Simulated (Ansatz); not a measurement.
# Nickel, omega (AlB2-type) under r²SCAN: from relaxation to bulk modulus

The plan for nickel in the omega (AlB2-type) structure: relax it, solve it on a dense k-mesh, then scale the cell to 7 volumes from 88 to 112 % of the relaxed one and try a fit of the equation of state. Spin polarisation is left out, though the real metal is magnetic, so this state lies above the ground state. The k-meshes are 9×9×13 for the relaxation; 12×12×17 for the dense run; 10×10×15 for the volumes.

Method: DFT r2SCAN, plane waves (500 eV) with PAW, scalar-relativistic; PBE-made PAW files, in Ansatz 0.2.0.

### Step 1. The system as given

It takes space group P6/mmm (No. 191, hexagonal). Conventional cell: a = 3.954 Å, b = 3.954 Å, c = 2.424 Å, α = 90.00°, β = 90.00°, γ = 120.00°. Around Ni (site symmetry 6/mmm) lie 14 Ni at 2.42 to 2.58 Å. Ni (site symmetry -6m2) has 11 Ni at 2.28 to 2.58 Å as nearest neighbours.

As a file:

```
Ni
1.0
     3.95407    0.00000    0.00000
    -1.97704    3.42433    0.00000
     0.00000    0.00000    2.42385
Ni
3
Direct
  0.00000 0.00000 0.00000
  0.33333 0.66667 0.50000
  0.66667 0.33333 0.50000
```

### Step 2. Geometry optimisation

File input.yaml:

```yaml
crystal:
  lattice:
    - [3.9540713024, 0.0, 0.0]
    - [-1.9770356512, 3.4243261962, 0.0]
    - [0.0, 0.0, 2.4238457083]
  atoms:
    - { symbol: Ni, position: [0.0, 0.0, 0.0] }
    - { symbol: Ni, position: [0.3333333333, 0.6666666667, 0.5] }
    - { symbol: Ni, position: [0.6666666667, 0.3333333333, 0.5] }
hamiltonian:
  xc: r2scan
  pseudopotentials:
    kind: paw
    azcp:
      Ni: "pseudopotentials/Ni.paw.azcp"
basis:
  ecutwfc: 500
  fft_grid_basis: typed
kpoints:
  mp_grid: { grid: [9, 9, 13], shift: [0, 0, 0] }
magnetization:
  spin_polarized: false
scf:
  occupations: { method: fermi_dirac, width: 0.1 }
relax:
  max_steps: 60
  f_tol: 0.01
  cell: {}
```

Launch:

```
$ ansatz run input.yaml --threads 1 --pin off --max-ram 3584MiB --backend cpu --events-out ev --progress --plain --runs-dir out
```

Further steps of the session: The energy on a finer k-mesh; Volume × 0.88; Volume × 0.92; Volume × 0.96; Volume × 1.0; Volume × 1.04; Volume × 1.08; Volume × 1.12.

Q: Predict the outcome of this session. Wanted: space group; conventional cell; volume; shortest distance; gap on the mesh; relative to fcc, ferromagnetic; V₀, B₀, B₀′.

The runs gave:

```
                      quantity                                   value
space group (spins left aside)                        P6/mmm (No. 191)
             conventional cell  a = 3.939 Å, c = 2.367 Å (c/a = 0.601)
                        volume                          10.603 Å³/atom
             shortest distance                                 2.274 Å
               gap on the mesh            none (levels filled in part)
relative to fcc, ferromagnetic                           +232 meV/atom
                   V₀, B₀, B₀′            10.577 Å³/atom, 221 GPa, 4.9
```

What this shows: From the guessed start the volume shrank by 3.1 % in 7 steps. Against the reference form of nickel (fcc, ferromagnetic, computed apart with the same settings) it stands 232 meV/atom higher; part of this is magnetic energy, as this run has no moments. Levels at the Fermi energy are filled in part, as in a metal. The fitted modulus is 221 GPa; letting shape and positions relax at each volume could only lower it. Relaxation kept the symmetry; phonons were not checked.
